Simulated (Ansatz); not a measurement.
## GaGe under changes of volume

One of the cells (24.335 Å³/atom); the others are scaled copies at fixed shape and fractional positions:

```
CELL_PARAMETERS angstrom
0.00000 2.89784 2.89784
2.89784 0.00000 2.89784
2.89784 2.89784 0.00000
ATOMIC_POSITIONS crystal
Ge 0.00000 0.00000 0.00000
Ga 0.25000 0.25000 0.25000
```

The cell comes from a database or a generator and needn't be the stable form of this composition.

- Program: Ansatz 0.2.0
- Functional: PBEsol
- Potentials or basis: all-electron LAPW, scalar-relativistic
- Cutoff: 325 eV (chosen from the basis error)
- Basis error allowed: 0.0005 eV/atom
- k mesh: 8 × 8 × 8
- Occupations: fermi-dirac, width 0.05 eV
- Spin: no spin polarisation

```tsv
volume (Å³/atom)	energy over the lowest point (meV/atom)	pressure (GPa)
22.875	?	?
23.361	0.00	-0.4
23.848	2.77	-1.4
24.335	8.63	-2.4
24.821	17.21	-3.2
25.308	28.22	-4.0
25.795	41.37	-4.6
```

Q: What does the run at 22.875 Å³/atom give?

A: Energy over the lowest point 0.72 meV/atom; pressure 0.8 GPa.

Worked out: A Birch-Murnaghan fit of order 3 (a polynomial in V^(-2/3)) to the other rows has its minimum at 23.21 Å³/atom, just outside them, with B0 = V·E''(V) = 57 GPa and B' = 4.9. It gives 0.72 meV/atom at 22.875 Å³/atom, against the run's 0.72, and -dE/dV = 0.9 GPa, against 0.8.

Energies are extrapolated to zero smearing.
